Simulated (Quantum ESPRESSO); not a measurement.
# Ti3Se (P-6m2) in Quantum ESPRESSO: further runs

One crystal, Ti3Se, is run at these levels: LDA, r2SCAN; tasks: band structure.

Program: Quantum ESPRESSO 7.5. These are calculated values, not measurements. Logs are shortened: lines on timing, memory, paths and dates and some standing lists are left out, and cuts for length are marked.

## Step 1: Starting point

It takes space group P-6m2 (No. 187, hexagonal). The conventional cell has a = 3.197 Å, b = 3.197 Å, c = 7.943 Å, α = 90.00°, β = 90.00°, γ = 120.00°. Se (site symmetry -6m2) has 6 Ti at 2.58 Å as nearest neighbours. Around Ti (site symmetry -6m2) lie 12 Ti at 2.85 to 3.20 Å. Around Ti (site symmetry 3m) lie 3 Se at 2.58 Å and 3 Ti at 2.85 Å.

The cell comes from a database or a generator and needn't be the stable form of this composition.

## Step 2: Band structure, LDA

Contents of pw.in:

```
&CONTROL
  calculation = 'scf'
  prefix = 'pwscf'
  outdir = './tmp'
  pseudo_dir = './pseudo'
  tprnfor = .true.
  tstress = .true.
  disk_io = 'low'
/
&SYSTEM
  ibrav = 0
  celldm(1) = 8
  nat = 4
  ntyp = 2
  ecutwfc = 45
  ecutrho = 360
  nbnd = 30
  occupations = 'smearing'
  smearing = 'fd'
  degauss = 0.00367493
/
&ELECTRONS
  conv_thr = 8d-10
  electron_maxstep = 120
  mixing_beta = 0.5
/
ATOMIC_SPECIES
Se    78.9710 se_lda_v1.uspp.F.UPF
Ti    47.8670 ti_lda_v1.4.uspp.F.UPF
CELL_PARAMETERS alat
  0.7552870600153   0.0000000000000   0.0000000000000
 -0.3776435300076   0.6540977811277   0.0000000000000
  0.0000000000000   0.0000000000000   1.8762015909676
ATOMIC_POSITIONS crystal
Se     0.0000000000    0.0000000000    0.0000000000
Ti     0.6666666667    0.3333333333    0.5000000000
Ti     0.3333333333    0.6666666667    0.7729020000
Ti     0.3333333333    0.6666666667    0.2270980000
K_POINTS automatic
10 10 4 0 0 0
```

Contents of bands.in:

```
&CONTROL
  calculation = 'bands'
  prefix = 'pwscf'
  outdir = './tmp'
  pseudo_dir = './pseudo'
  disk_io = 'low'
  verbosity = 'high'
/
&SYSTEM
  ibrav = 0
  celldm(1) = 8
  nat = 4
  ntyp = 2
  ecutwfc = 45
  ecutrho = 360
  nbnd = 30
  occupations = 'smearing'
  smearing = 'fd'
  degauss = 0.00367493
/
&ELECTRONS
  conv_thr = 1d-08
  electron_maxstep = 120
  mixing_beta = 0.5
  diago_full_acc = .true.
  startingwfc = 'random'
/
ATOMIC_SPECIES
Se    78.9710 se_lda_v1.uspp.F.UPF
Ti    47.8670 ti_lda_v1.4.uspp.F.UPF
CELL_PARAMETERS alat
  0.7552870600153   0.0000000000000   0.0000000000000
 -0.3776435300076   0.6540977811277   0.0000000000000
  0.0000000000000   0.0000000000000   1.8762015909676
ATOMIC_POSITIONS crystal
Se     0.0000000000    0.0000000000    0.0000000000
Ti     0.6666666667    0.3333333333    0.5000000000
Ti     0.3333333333    0.6666666667    0.7729020000
Ti     0.3333333333    0.6666666667    0.2270980000
K_POINTS crystal
60
 0.0000000000  0.0000000000  0.0000000000 1
 0.0625000000  0.0000000000  0.0000000000 1
 0.1250000000  0.0000000000  0.0000000000 1
 0.1875000000  0.0000000000  0.0000000000 1
 0.2500000000  0.0000000000  0.0000000000 1
 0.3125000000  0.0000000000  0.0000000000 1
 0.3750000000  0.0000000000  0.0000000000 1
 0.4375000000  0.0000000000  0.0000000000 1
 0.5000000000  0.0000000000  0.0000000000 1
 0.4583333333  0.0833333333  0.0000000000 1
 0.4166666667  0.1666666667  0.0000000000 1
 0.3750000000  0.2500000000  0.0000000000 1
 0.3333333333  0.3333333333  0.0000000000 1
 0.3000000000  0.3000000000  0.0000000000 1
 0.2666666667  0.2666666667  0.0000000000 1
 0.2333333333  0.2333333333  0.0000000000 1
 0.2000000000  0.2000000000  0.0000000000 1
 0.1666666667  0.1666666667  0.0000000000 1
 0.1333333333  0.1333333333  0.0000000000 1
 0.1000000000  0.1000000000  0.0000000000 1
 0.0666666667  0.0666666667  0.0000000000 1
 0.0333333333  0.0333333333  0.0000000000 1
 0.0000000000  0.0000000000  0.0000000000 1
 0.0000000000  0.0000000000  0.1666666667 1
 0.0000000000  0.0000000000  0.3333333333 1
 0.0000000000  0.0000000000  0.5000000000 1
 0.0555555556  0.0000000000  0.5000000000 1
 0.1111111111  0.0000000000  0.5000000000 1
 0.1666666667  0.0000000000  0.5000000000 1
 0.2222222222  0.0000000000  0.5000000000 1
 0.2777777778  0.0000000000  0.5000000000 1
 0.3333333333  0.0000000000  0.5000000000 1
 0.3888888889  0.0000000000  0.5000000000 1
 0.4444444444  0.0000000000  0.5000000000 1
 0.5000000000  0.0000000000  0.5000000000 1
 0.4666666667  0.0666666667  0.5000000000 1
 0.4333333333  0.1333333333  0.5000000000 1
 0.4000000000  0.2000000000  0.5000000000 1
 0.3666666667  0.2666666667  0.5000000000 1
 0.3333333333  0.3333333333  0.5000000000 1
 0.3055555556  0.3055555556  0.5000000000 1
 0.2777777778  0.2777777778  0.5000000000 1
 0.2500000000  0.2500000000  0.5000000000 1
 0.2222222222  0.2222222222  0.5000000000 1
 0.1944444444  0.1944444444  0.5000000000 1
 0.1666666667  0.1666666667  0.5000000000 1
 0.1388888889  0.1388888889  0.5000000000 1
 0.1111111111  0.1111111111  0.5000000000 1
 0.0833333333  0.0833333333  0.5000000000 1
 0.0555555556  0.0555555556  0.5000000000 1
 0.0277777778  0.0277777778  0.5000000000 1
 0.0000000000  0.0000000000  0.5000000000 1
 0.5000000000  0.0000000000  0.5000000000 1
 0.5000000000  0.0000000000  0.3333333333 1
 0.5000000000  0.0000000000  0.1666666667 1
 0.5000000000  0.0000000000  0.0000000000 1
 0.3333333333  0.3333333333  0.0000000000 1
 0.3333333333  0.3333333333  0.1666666667 1
 0.3333333333  0.3333333333  0.3333333333 1
 0.3333333333  0.3333333333  0.5000000000 1
```

Potentials or basis: GBRV 1.5 LDA.

Run with:

```sh
OMP_NUM_THREADS=1 mpirun -n 2 pw.x -nk 2 -in pw.in > pw.out
OMP_NUM_THREADS=1 mpirun -n 2 pw.x -nk 2 -in bands.in > bands.out
```

pw.out:

```text
This program is part of the open-source Quantum ESPRESSO suite
     for quantum simulation of materials; please cite
[... 6 lines left out ...]
     using ibrav=0 with symmetry is DISCOURAGED, use correct ibrav instead

     K-points division:     npool     =       2
     Subspace diagonalization in iterative solution of the eigenvalue problem:
     a serial algorithm will be used

     G-vector sticks info
     --------------------
     sticks:   dense  smooth     PW     G-vecs:    dense   smooth      PW
     Sum         913     451    139                54763    19307    3185

     Using Slab Decomposition

     bravais-lattice index     =            0
     lattice parameter (alat)  =       8.0000  a.u.
     unit-cell volume          =     474.5743 (a.u.)^3
     number of atoms/cell      =            4
     number of atomic types    =            2
     number of electrons       =        42.00
     number of Kohn-Sham states=           30
     kinetic-energy cutoff     =      45.0000  Ry
     charge density cutoff     =     360.0000  Ry
     scf convergence threshold =      8.0E-10
     mixing beta               =       0.5000
     number of iterations used =            8  plain     mixing
     Exchange-correlation=  SLA  PZ   NOGX NOGC
                           (   1   1   0   0   0   0   0)

     celldm(1)=   8.000000  celldm(2)=   0.000000  celldm(3)=   0.000000
     celldm(4)=   0.000000  celldm(5)=   0.000000  celldm(6)=   0.000000

     crystal axes: (cart. coord. in units of alat)
               a(1) = (   0.755287   0.000000   0.000000 )
               a(2) = (  -0.377644   0.654098   0.000000 )
               a(3) = (   0.000000   0.000000   1.876202 )

     reciprocal axes: (cart. coord. in units 2 pi/alat)
               b(1) = (  1.324000  0.764412 -0.000000 )
               b(2) = (  0.000000  1.528823  0.000000 )
               b(3) = (  0.000000 -0.000000  0.532992 )

     PseudoPot. # 1 for Se read from file:
     se_lda_v1.uspp.F.UPF
     Pseudo is Ultrasoft + core correction, Zval =  6.0
     Generated by new atomic code, or converted to UPF format
     Using radial grid of  877 points,  6 beta functions with:
                l(1) =   0
                l(2) =   0
                l(3) =   1
                l(4) =   1
                l(5) =   2
                l(6) =   2
     Q(r) pseudized with  8 coefficients,  rinner =    1.300   1.300   1.300
                                                       1.300   1.300

     PseudoPot. # 2 for Ti read from file:
     ti_lda_v1.4.uspp.F.UPF
     Pseudo is Ultrasoft + core correction, Zval = 12.0
     Generated by new atomic code, or converted to UPF format
     Using radial grid of  851 points,  6 beta functions with:
                l(1) =   0
                l(2) =   0
                l(3) =   1
                l(4) =   1
                l(5) =   2
                l(6) =   2
     Q(r) pseudized with  6 coefficients,  rinner =    1.000   1.000   1.000
                                                       1.000   1.000

     atomic species   valence    mass     pseudopotential
     Se                6.00    78.97100     Se( 1.00)
     Ti               12.00    47.86700     Ti( 1.00)

     12 Sym. Ops. (no inversion) found

   Cartesian axes

     site n.     atom                  positions (alat units)
         1        Se     tau(   1) = (   0.0000000   0.0000000   0.0000000  )
         2        Ti     tau(   2) = (   0.3776435   0.2180326   0.9381008  )
         3        Ti     tau(   3) = (  -0.0000000   0.4360652   1.4501200  )
         4        Ti     tau(   4) = (  -0.0000000   0.4360652   0.4260816  )

     number of k points=    42  Fermi-Dirac smearing, width (Ry)=  0.0037
                       cart. coord. in units 2pi/alat
        k(    1) = (   0.0000000   0.0000000   0.0000000), wk =   0.0050000
        k(    2) = (   0.0000000   0.0000000   0.1332479), wk =   0.0100000
        k(    3) = (   0.0000000   0.0000000  -0.2664959), wk =   0.0050000
        k(    4) = (   0.0000000   0.1528823   0.0000000), wk =   0.0300000
        k(    5) = (   0.0000000   0.1528823   0.1332479), wk =   0.0600000
        k(    6) = (   0.0000000   0.1528823  -0.2664959), wk =   0.0300000
[... 34 lines left out ...]
        k(   41) = (   0.3972000   0.6879705   0.1332479), wk =   0.0600000
        k(   42) = (   0.3972000   0.6879705  -0.2664959), wk =   0.0300000

     Dense  grid:    54763 G-vectors     FFT dimensions: (  40,  40,  96)

     Smooth grid:    19307 G-vectors     FFT dimensions: (  25,  25,  72)

     Check: negative core charge=   -0.000011

     Initial potential from superposition of free atoms

     starting charge      38.9998, renormalised to      42.0000

     negative rho (up, down):  3.067E-03 0.000E+00
     Starting wfcs are   34 randomized atomic wfcs

     Self-consistent Calculation

     iteration #  1     ecut=    45.00 Ry     beta= 0.50
     Davidson diagonalization with overlap
     ethr =  1.00E-02,  avg # of iterations =  3.3

     negative rho (up, down):  2.824E-03 0.000E+00

     total energy              =    -395.14845555 Ry
     estimated scf accuracy    <       9.63095538 Ry

     iteration #  2     ecut=    45.00 Ry     beta= 0.50
     Davidson diagonalization with overlap
     ethr =  1.00E-02,  avg # of iterations =  5.6

     negative rho (up, down):  2.440E-03 0.000E+00

     total energy              =    -400.02329684 Ry
     estimated scf accuracy    <      38.62716634 Ry
[... 154 lines left out ...]
     iteration # 20     ecut=    45.00 Ry     beta= 0.50
     Davidson diagonalization with overlap
     ethr =  1.66E-10,  avg # of iterations =  1.9

     negative rho (up, down):  1.551E-03 0.000E+00

     total energy              =    -401.05564116 Ry
     estimated scf accuracy    <          1.5E-09 Ry

     iteration # 21     ecut=    45.00 Ry     beta= 0.50
     Davidson diagonalization with overlap
     ethr =  3.69E-12,  avg # of iterations =  5.6

     negative rho (up, down):  1.551E-03 0.000E+00

     End of self-consistent calculation

          k = 0.0000 0.0000 0.0000 (  2481 PWs)   bands (ev):

   -44.1382 -44.1174 -43.9538 -20.9318 -20.8339 -20.5506 -20.5506 -20.5269
   -20.5269 -20.3924 -20.3816 -20.3816  -3.2143   5.8125   7.5968  10.0793
    10.9534  10.9534  12.1661  12.4192  12.4192  12.5600  12.5600  13.2218
    13.3331  13.6585  13.6585  13.9374  13.9374  14.8948

          k = 0.0000 0.0000 0.1332 (  2420 PWs)   bands (ev):

   -44.1373 -44.1183 -43.9537 -20.9496 -20.8103 -20.5496 -20.5496 -20.5282
   -20.5282 -20.3981 -20.3815 -20.3815  -3.2123   5.6521   8.0056   9.9245
    10.9121  10.9121  11.8851  12.5978  12.5978  12.6089  12.6089  13.0011
    13.4586  13.4586  13.5823  13.9758  13.9758  14.5650

          k = 0.0000 0.0000-0.2665 (  2420 PWs)   bands (ev):

   -44.1363 -44.1194 -43.9536 -20.9630 -20.7911 -20.5483 -20.5483 -20.5296
   -20.5296 -20.4041 -20.3813 -20.3813  -3.2104   5.5245   8.5145   9.6193
    10.8750  10.8750  11.6593  12.6525  12.6525  12.8658  12.8708  12.8708
    13.2681  13.2681  13.7252  13.8113  13.8113  14.4698
[... 73 lines left out ...]
   -44.0978 -44.0932 -43.9450 -20.8720 -20.8478 -20.7577 -20.7347 -20.6169
   -20.5758 -20.4911 -20.4064 -20.4064  -1.6410   5.7506   7.3320   9.7977
     9.9427  10.6482  10.8740  11.5057  11.7004  12.6798  12.8832  13.2871
    13.8310  14.5190  14.5583  14.7187  14.8572  14.9614

          k = 0.0000 0.6115-0.2665 (  2430 PWs)   bands (ev):

   -44.0967 -44.0943 -43.9450 -20.8585 -20.8565 -20.7691 -20.7303 -20.6153
   -20.5777 -20.4871 -20.4081 -20.4060  -1.6409   5.7563   7.3259   9.7868
     9.9147  10.7525  10.8976  11.4785  11.5046  12.8552  13.0851  13.2543
    13.4135  14.5445  14.6684  14.7239  14.8478  14.9406

          k = 0.0000-0.7644 0.0000 (  2406 PWs)   bands (ev):

   -44.0941 -44.0899 -43.9443 -20.8881 -20.8469 -20.7602 -20.7511 -20.6252
   -20.5789 -20.5024 -20.4119 -20.4096  -1.3974   5.2535   7.4927   9.7013
    10.2002  10.4951  10.7222  11.6747  11.8553  12.4533  13.1043  13.1087
    14.5720  14.7487  14.7540  14.7958  14.8916  15.0583

          k = 0.0000-0.7644 0.1332 (  2416 PWs)   bands (ev):

   -44.0935 -44.0905 -43.9443 -20.8797 -20.8518 -20.7635 -20.7542 -20.6237
   -20.5808 -20.4980 -20.4134 -20.4092  -1.3971   5.2547   7.4866   9.6888
    10.2222  10.5737  10.7842  11.4759  11.7087  12.6482  12.9400  13.3607
    13.9690  14.7594  14.8036  14.8142  15.0945  15.2727

          k = 0.0000-0.7644-0.2665 (  2396 PWs)   bands (ev):

   -44.0923 -44.0917 -43.9443 -20.8672 -20.8588 -20.7763 -20.7496 -20.6221
   -20.5828 -20.4937 -20.4150 -20.4088  -1.3969   5.2558   7.4806   9.6766
    10.2447  10.7286  10.7939  11.4083  11.4270  12.8803  13.1178  13.2650
    13.5019  14.7753  14.7967  15.1092  15.2028  15.3160

          k = 0.1324 0.2293 0.0000 (  2441 PWs)   bands (ev):

   -44.1267 -44.1100 -43.9509 -20.9015 -20.8418 -20.6098 -20.6031 -20.5737
   -20.5431 -20.4209 -20.3912 -20.3809  -2.8339   6.2568   8.0943   9.3201
    10.3928  10.5896  11.5801  12.0921  12.2603  12.6754  12.8618  12.9972
    13.3644  13.4600  13.6556  13.8436  14.1733  14.9345

          k = 0.1324 0.2293 0.1332 (  2438 PWs)   bands (ev):

   -44.1258 -44.1109 -43.9508 -20.9184 -20.8204 -20.6142 -20.6012 -20.5724
   -20.5446 -20.4197 -20.3909 -20.3842  -2.8328   6.1471   8.4237   9.2969
    10.3514  10.4750  11.3741  12.0585  12.1898  12.7346  12.9163  13.1061
    13.2331  13.4854  13.7437  14.0069  14.2891  14.7381
[... 143 lines left out ...]
   -44.0890 -44.0871 -43.9435 -20.8627 -20.7959 -20.7593 -20.7442 -20.6782
   -20.6741 -20.4873 -20.4503 -20.3991  -1.1620   6.1528   7.0130   7.6673
    10.8346  10.9200  11.1283  11.3804  12.0067  12.1661  12.3530  13.6683
    13.9512  14.4561  14.5932  14.8493  14.9407  15.1289

          k = 0.3972 0.6880-0.2665 (  2406 PWs)   bands (ev):

   -44.0887 -44.0874 -43.9435 -20.8495 -20.8016 -20.7725 -20.7411 -20.6816
   -20.6717 -20.4862 -20.4469 -20.4000  -1.1620   6.1545   7.0185   7.6649
    10.8253  10.9160  11.1372  11.3089  12.1181  12.1856  12.2942  13.5299
    13.9394  14.5161  14.7247  14.8294  15.0551  15.3419

     the Fermi energy is    12.2701 ev

!    total energy              =    -401.05564116 Ry
     estimated scf accuracy    <          4.0E-10 Ry
     smearing contrib. (-TS)   =      -0.00178105 Ry
     internal energy E=F+TS    =    -401.05386011 Ry

     The total energy is F=E-TS. E is the sum of the following terms:
     one-electron contribution =    -134.23918928 Ry
     hartree contribution      =      81.80972230 Ry
     xc contribution           =     -82.95435497 Ry
     ewald contribution        =    -265.67003817 Ry

     convergence has been achieved in  21 iterations

     negative rho (up, down):  1.551E-03 0.000E+00

     Forces acting on atoms (cartesian axes, Ry/au):

     atom    1 type  1   force =    -0.00000000   -0.00000000    0.00000000
     atom    2 type  2   force =     0.00000000    0.00000000    0.00000000
     atom    3 type  2   force =    -0.00000000   -0.00000000    0.00395518
     atom    4 type  2   force =    -0.00000000   -0.00000000   -0.00395518

     Total force =     0.005593     Total SCF correction =     0.000042

     Computing stress (Cartesian axis) and pressure

     negative rho (up, down):  1.551E-03 0.000E+00
          total   stress  (Ry/bohr**3)                   (kbar)     P=      -79.12
  -0.00050534   0.00000000  -0.00000000          -74.34        0.00       -0.00
   0.00000000  -0.00050534  -0.00000000            0.00      -74.34       -0.00
   0.00000000   0.00000000  -0.00060289            0.00        0.00      -88.69

=------------------------------------------------------------------------------=
   JOB DONE.
=------------------------------------------------------------------------------=
```

It took 2.1 min on 2 MPI ranks of Arm Neoverse V2, shared host; peak memory 0.34 GiB.

Results:

- Free energy: -5456.6400 eV
- Pressure: -7.9 GPa
- Largest force: 0.102 eV/Å
- Band gap on the k mesh: none (metal or under the smearing width)

Forces on the atoms (eV/Å):
```
Se   0.000  0.000  0.000
Ti   0.000  0.000  0.000
Ti   0.000  0.000  0.102
Ti   0.000  0.000 -0.102
```

Levels at the corners of the path, in eV from the Fermi level:
```csv
point,band 19,band 20,band 21,band 22,band 23,band 24
Γ,-0.10,0.15,0.15,0.29,0.29,0.95
M,-1.55,-0.60,-0.41,0.18,0.83,0.84
K,-1.27,-0.73,-0.31,-0.24,0.10,1.60
Γ,-0.10,0.15,0.15,0.29,0.29,0.95
A,-0.61,0.38,0.38,0.60,0.60,0.60
L,-1.48,-0.86,-0.84,0.61,0.85,0.99
H,-1.16,-1.00,-0.15,-0.11,-0.01,1.31
A,-0.61,0.38,0.38,0.60,0.60,0.60
L,-1.48,-0.86,-0.84,0.61,0.85,0.99
M,-1.55,-0.60,-0.41,0.18,0.83,0.84
K,-1.27,-0.73,-0.31,-0.24,0.10,1.60
H,-1.16,-1.00,-0.15,-0.11,-0.01,1.31
```

Caveat: some levels on the path didn't converge.

[end of part 1 of 2]
